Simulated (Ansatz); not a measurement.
Debugging a test of the smearing width of HfW2, space group Fd-3m (Ansatz 0.2.0 through its Python package).

The script, `hfw2_smear.py`:
```python
'''How the energy of HfW2 depends on the smearing.'''

import csv

import ansatz as az

MESH = (6, 6, 6)

cell = (
    az.Lattice.fcc(7.591)
    .space_group(227, origin_choice=1)
    .atom('Hf', (0.0, 0.0, 0.5))
    .atom('W', (0.125, 0.125, 0.125))
    .primitive()
)

calc = (
    cell.calculation()
    .pseudopotentials('paw', azcp={'folder': 'soft_1'})
    .functional(az.Functional.PBESOL)
    .basis(18 * az.Ha)
    .kpoints(mesh=MESH, center='gamma')
)

rows = []
for value in [0.25, 0.15, 0.1, 0.05, 0.025]:
    data = calc.occupations('gaussian', width=value).run().report
    rows.append((value, data['energy'] / len(data['lattice']['sites']), data['n_iterations'], data['n_kpoints']))

with open('smear.csv', 'w', newline='') as handle:
    writer = csv.writer(handle)
    writer.writerow(['width (eV)', 'F/atom (eV)', 'iterations', 'k-points'])
    writer.writerows([round(v, 5) if isinstance(v, float) else v for v in row] for row in rows)

# the last row is the reference
for row in rows[:-1]:
    shift = 1000 * (row[1] - rows[-1][1])
    print(f'{row[0]}: {shift:+.2f} meV/atom' + ('  (within 2 meV)' if abs(shift) < 2 else ''))
```

```console
$ python hfw2_smear.py
DeckWarning: soft_1/Hf.paw.azcp: the record states the generating functional pbe (its physics header spells it `PBE`), which answers neither for hamiltonian.xc's functional nor for the pbesol family's — results may be inconsistent (PPs are generated against a specific XC)
DeckWarning: soft_1/W.paw.azcp: the record states the generating functional pbe (its physics header spells it `PBE`), which answers neither for hamiltonian.xc's functional nor for the pbesol family's — results may be inconsistent (PPs are generated against a specific XC)
Traceback (most recent call last):
  File "hfw2_smear.py", line 28, in <module>
    rows.append((value, data['energy'] / len(data['lattice']['sites']), data['n_iterations'], data['n_kpoints']))
                        ~~~~^^^^^^^^^^
KeyError: 'energy'
$ echo $?
1
```
(Warnings from the package without file and line.)

Why does it end like this?

The fault: the report has no such key (the free energy stands under free_energy_ev). The correction:

```diff
--- before
+++ after
@@ -27,3 +27,3 @@
     data = calc.occupations('gaussian', width=value).run().report
-    rows.append((value, data['energy'] / len(data['lattice']['sites']), data['n_iterations'], data['n_kpoints']))
+    rows.append((value, data['free_energy_ev'] / len(data['lattice']['sites']), data['n_iterations'], data['n_kpoints']))
```

After the fix:

```console
$ python hfw2_smear.py
DeckWarning: soft_1/Hf.paw.azcp: the record states the generating functional pbe (its physics header spells it `PBE`), which answers neither for hamiltonian.xc's functional nor for the pbesol family's — results may be inconsistent (PPs are generated against a specific XC)
DeckWarning: soft_1/W.paw.azcp: the record states the generating functional pbe (its physics header spells it `PBE`), which answers neither for hamiltonian.xc's functional nor for the pbesol family's — results may be inconsistent (PPs are generated against a specific XC)
0.25: -8.70 meV/atom
0.15: -3.64 meV/atom
0.1: -1.87 meV/atom  (within 2 meV)
0.05: -0.55 meV/atom  (within 2 meV)
```
(Warnings from the package without file and line.)

File `smear.csv` afterwards:
```csv
width (eV),F/atom (eV),iterations,k-points
0.25,-12038.1469,10,16
0.15,-12038.14184,10,16
0.1,-12038.14007,10,16
0.05,-12038.13875,10,16
0.025,-12038.1382,10,16
```

Caveats:
- The run is spin-unpolarised.
- For a metal this k-point mesh is coarse: on a finer one energies can move by several to tens of meV an atom and pressures by half a GPa or more, differences at one mesh by less.
- The free energy holds a sizeable smearing term, which stands for no physical temperature.
- The PAW files read here were made with PBE, not with each functional that runs on them.
- The narrowest width needs the finest mesh, so the last row is no converged reference.
- Spin-orbit coupling, which matters for elements this heavy, is left out.
- The structure is a deposited one; some such entries were measured under pressure or heat, so a shift against it needn't be the functional's error alone.
- The whole script took 34 s on 1 thread of Intel(R) Xeon(R) Processor @ 2.30GHz, with other jobs on the host, peak memory 0.63 GiB.
